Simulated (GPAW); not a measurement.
Wanted: an ASE script for a GPAW 26.7.0 run.

```
Task                      : band structure
Functional                : LDA
Potentials or basis       : the program's PAW data sets (release 1.2.1) made for this functional
Cutoff                    : 600 eV
Basis                     : pw
k mesh                    : 9 × 9 × 1
Occupations               : fermi-dirac, width 0.05 eV
Spin                      : spin-orbit coupling, no magnetisation
Ranks                     : 4
Maxiter                   : 150
Band path                 : GMKGALHA,LM,KH
Band points               : 81
spin axis theta (degrees) : 90
spin axis phi (degrees)   : 0
Soc after scf             : second variation
```

WS2, a slab with vacuum:

```
S W
1.0
     3.18000    0.00000    0.00000
    -1.59000    2.75396    0.00000
     0.00000    0.00000   34.95000
S W
8 4
Direct
  0.66667 0.33333 0.18705
  0.66667 0.33333 0.27647
  0.33333 0.66667 0.36588
  0.33333 0.66667 0.45529
  0.66667 0.33333 0.54471
  0.66667 0.33333 0.63412
  0.33333 0.66667 0.72353
  0.33333 0.66667 0.81295
  0.33333 0.66667 0.23176
  0.66667 0.33333 0.41059
  0.33333 0.66667 0.58941
  0.66667 0.33333 0.76824
```

These files were run (other wordings do the same):

run.py

```python
import numpy as np
from ase import Atoms
from ase.dft.bandgap import bandgap
from ase.io import write
from ase.units import GPa
from ase.parallel import parprint
from gpaw import GPAW, PW
from gpaw.spinorbit import soc_eigenstates

atoms = Atoms(['S', 'S', 'S', 'S', 'S', 'S', 'S', 'S', 'W', 'W', 'W', 'W'],
              cell=[[3.1799999983, 0.0, 0.0],
                    [-1.5899999991, 2.7539607825, 0.0],
                    [0.0, 0.0, 34.95]],
              scaled_positions=[[0.66666667, 0.33333333, 0.18705293],
                                [0.66666667, 0.33333333, 0.27646638],
                                [0.3333333367, 0.6666666633, 0.36587983],
                                [0.3333333367, 0.6666666633, 0.45529328],
                                [0.66666667, 0.33333333, 0.54470672],
                                [0.66666667, 0.33333333, 0.63412017],
                                [0.3333333367, 0.6666666633, 0.72353362],
                                [0.3333333367, 0.6666666633, 0.81294707],
                                [0.3333333367, 0.6666666633, 0.23175966],
                                [0.66666667, 0.33333333, 0.41058655],
                                [0.3333333367, 0.6666666633, 0.58941345],
                                [0.66666667, 0.33333333, 0.76824034]],
              pbc=True)

calc = GPAW(mode=PW(600),
            xc='LDA',
            kpts={'size': (9, 9, 1), 'gamma': True},
            occupations={'name': 'fermi-dirac', 'width': 0.05},
            nbands=87,
            convergence={'density': 1e-05, 'energy': 1e-05},
            maxiter=150,
            txt='gpaw.txt')
atoms.calc = calc
energy = atoms.get_potential_energy()
forces = atoms.get_forces()
stress = atoms.get_stress()
calc.write('gs.gpw')
write('result.traj', atoms)
parprint(f'Energy: {energy:.6f} eV')
parprint('Forces (eV/A):')
parprint(forces.round(4))
parprint('Stress (GPa):', (stress / GPa).round(3))
parprint('Fermi level:', round(calc.get_fermi_level(), 4), 'eV')
parprint(f'Gap: {bandgap(calc)[0]:.4f} eV, direct: {bandgap(calc, direct=True)[0]:.4f} eV')

path = atoms.cell.bandpath('GMKGALHA,LM,KH', npoints=81, eps=1e-4)
bs_calc = calc.fixed_density(kpts=path, symmetry='off', nbands=138,
                             convergence={'bands': 'CBM+6.0', 'eigenstates': 1e-6}, txt='bands.txt')
bs = bs_calc.band_structure()
bs.write('bs.json')
parprint(f'Gap on the path: {bandgap(bs_calc)[0]:.4f} eV')

soc = soc_eigenstates(bs_calc, theta=90, phi=0)
np.savetxt('soc_bands.dat', soc.eigenvalues(), fmt='%.4f')
mesh = soc_eigenstates('gs.gpw', theta=90, phi=0)
np.savetxt('soc_mesh.dat', mesh.eigenvalues(), fmt='%.4f')
parprint('Fermi level with spin-orbit coupling:', round(mesh.fermi_level, 4), 'eV')
```

Potentials or basis: the program's PAW data sets (release 1.2.1) made for this functional, pw.

The run is started by

```bash
$ OMP_NUM_THREADS=1 mpirun -n 4 gpaw python run.py
```

It gave:

```json
{"Largest force": "0.488 eV/Å", "Band gap on the k mesh": "1.12 eV, indirect (least direct gap 1.50 eV)", "Band gap along the path": "1.05 eV, indirect (least direct gap 1.50 eV)"}
```

Caveat: spin-orbit coupling was added after a scalar SCF, so levels and gaps hold it while energy, forces, pressure and moments don't; this program's spin-orbit splittings come out too wide for heavy elements.

Run time: 7.7 min on 4 MPI ranks on AMD EPYC 7R43 64-Core Processor (Zen 3), on a shared host, peak memory 1.1 GiB a rank.
